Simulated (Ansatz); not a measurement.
Write a Python script for the Ansatz DFT code, driven from Python that makes harmonic frequencies at the relaxed geometry of C2H2FSSb, SMILES [F][Sb]1[CH]=C[S]1. Settings (for the species named): Hartree-Fock, def2-SVP basis, multiplicity 1.

```csv
atom,x (Å),y (Å),z (Å)
F,-1.0005,-2.4240,0.6196
Sb,-1.5604,-0.4508,0.5850
C,0.4840,0.1486,0.5131
C,0.5126,0.9365,-0.6060
S,-0.6950,-0.1724,-1.5413
H,1.2227,0.1651,1.3487
H,1.0977,1.7290,-0.9648
```

`freq_c2h2fssb.py`
```python
'''Vibrations of C2H2FSSb.'''

import warnings

import ansatz as az
from ase import Atoms
from ase.thermochemistry import IdealGasThermo
import numpy as np


def main() -> None:
    warnings.simplefilter('ignore', az.DeckWarning)

    geometry_ang = [
        ('F', [-1.0005, -2.424, 0.6196]),
        ('Sb', [-1.5604, -0.4508, 0.585]),
        ('C', [0.484, 0.1486, 0.5131]),
        ('C', [0.5126, 0.9365, -0.606]),
        ('S', [-0.695, -0.1724, -1.5413]),
        ('H', [1.2227, 0.1651, 1.3487]),
        ('H', [1.0977, 1.729, -0.9648]),
    ]
    mol = az.Crystal.molecule()
    for symbol, xyz in geometry_ang:
        mol = mol.atom(symbol, xyz)

    base = (
        mol.calculation()
        .basis(gaussian='def2-SVP')
        .functional('hf')
    )
    symbols = [site.symbol for site in mol.cartesian_sites]
    start = np.array([site.position_ang for site in mol.cartesian_sites], dtype=float)
    data = base.relax(force_tolerance=0.003, max_steps=100).run(threads=1, pin='off').report
    end = np.array(data['positions_ang'])

    print('final positions (A) and the move of each atom')
    for symbol, xyz, old in zip(symbols, end, start):
        print(f'{symbol:2s} {xyz[0]:10.5f} {xyz[1]:10.5f} {xyz[2]:10.5f}   {np.linalg.norm(xyz - old):7.4f}')

    # frequencies need a stationary point, so they are taken at the relaxed geometry
    minimum = az.Crystal.molecule()
    for symbol, place in zip(symbols, end):
        minimum = minimum.atom(symbol, place.tolist())
    vibrating = (
        minimum.calculation()
        .basis(gaussian='def2-SVP')
        .functional('hf')
        .phonons(temperatures=(100, 500, 100))
    )
    vib = vibrating.run(threads=1, pin='off').report['vibrations']
    sums = vib['harmonic_sums']
    modes = [m['omega_inv_cm'] for m in sums['modes_at_gamma'] if m['rigid_motion'] == 'no']
    for number, w in enumerate(modes, start=1):
        print(f'mode {number:2d} {w:9.1f} 1/cm {w / 8065.544 * 1000:8.2f} meV')
    print('imaginary modes:', sum(w < 0 for w in modes), ' zero-point energy:', round(sums['zero_point_energy_ev'], 4), 'eV')
    # rigid rotor and ideal gas, symmetry number taken as one
    gas = IdealGasThermo(vib_energies=[w / 8065.544 for w in modes if w > 0], geometry='linear' if len(modes) == 3 * len(symbols) - 5 else 'nonlinear',
                         atoms=Atoms(symbols, positions=end), symmetrynumber=1, spin=0.0)
    print(f'H(298 K) - E = {gas.get_enthalpy(298.15, verbose=False):.4f} eV')
    print(f'S(298 K, 1 bar) = {96485.33 * gas.get_entropy(298.15, 1e5, verbose=False):.1f} J/(mol K) with symmetry number 1')


if __name__ == '__main__':
    main()
```

```console
$ python freq_c2h2fssb.py
final positions (A) and the move of each atom
F    -0.93165   -2.47731    0.47976    0.1647
Sb   -1.47605   -0.64452    0.65089    0.2213
C     0.43931    0.29281    0.65619    0.2080
C     0.48928    0.71976   -0.60221    0.2180
S    -0.89325    0.19669   -1.61314    0.4251
H     1.16979    0.50387    1.42569    0.3514
H     1.26367    1.34071   -1.04288    0.4294
mode  1     148.5 1/cm    18.42 meV
mode  2     164.4 1/cm    20.39 meV
mode  3     323.6 1/cm    40.12 meV
mode  4     375.5 1/cm    46.55 meV
mode  5     452.6 1/cm    56.11 meV
mode  6     663.0 1/cm    82.20 meV
mode  7     701.2 1/cm    86.94 meV
mode  8     761.4 1/cm    94.40 meV
mode  9     807.2 1/cm   100.08 meV
mode 10    1075.5 1/cm   133.35 meV
mode 11    1147.1 1/cm   142.23 meV
mode 12    1360.8 1/cm   168.72 meV
mode 13    1713.5 1/cm   212.45 meV
mode 14    3328.3 1/cm   412.65 meV
mode 15    3374.0 1/cm   418.32 meV
imaginary modes: 0  zero-point energy: 1.0165 eV
H(298 K) - E = 1.1932 eV
S(298 K, 1 bar) = 330.8 J/(mol K) with symmetry number 1
```

The frequencies are harmonic and unscaled, in a modest basis. The result belongs to the one conformer reached from this start, and soft torsions count as harmonic oscillators. def2 sets replace the cores of elements past krypton by effective core potentials. The entropy takes a symmetry number of 1; a symmetric molecule's is lower by R ln(sigma). Timing: 2.4 min on 1 thread of Arm Neoverse V2, with other jobs on the host, peak memory 0.33 GiB.

(A comment or docstring line of the script was reworded after the run, the code is as it ran; lines on the test bed's own set-up are left out of the output.)
